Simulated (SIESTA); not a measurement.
**V in SIESTA: the effect of fixed moment**

The system is V, a sheet with vacuum.

```xyz
1
Lattice="2.2955 0.0000 0.0000 0.0000 2.2955 0.0000 0.0000 0.0000 23.8000" Properties=species:S:1:pos:R:3 pbc="T T T"
V     1.1478    1.1478    7.0001
```

The cell was built by a generator and needn't be a form met in nature.

Alike in all runs:

```yaml
Program: SIESTA 5.4.2
Task: single point
Functional: PBE
Potentials_or_basis: PseudoDojo 0.4 standard (PBE files)
Basis: DZP (energy shift 0.003 Ry; two zetas on semicore shells)
Grid_cutoff: 800 Ry
Energy_shift: 0.003 Ry
k_mesh: 11 × 11 × 1
Occupations: fermi-dirac, width 0.05 eV
Spin: collinear spin, ferromagnetic start
Starting_moments: "[2.0] μB"
```

```tsv
fixed moment	energy over the lowest run (meV/atom)
0	0.0
1	84.6
2	?
```

Problem. What does the run with fixed moment 2 give?

Solution. Energy over the lowest run 362.7 meV/atom.

Caveats: the total moment is fixed, so each spin has its own Fermi level; the moment is held away from its start (some runs).
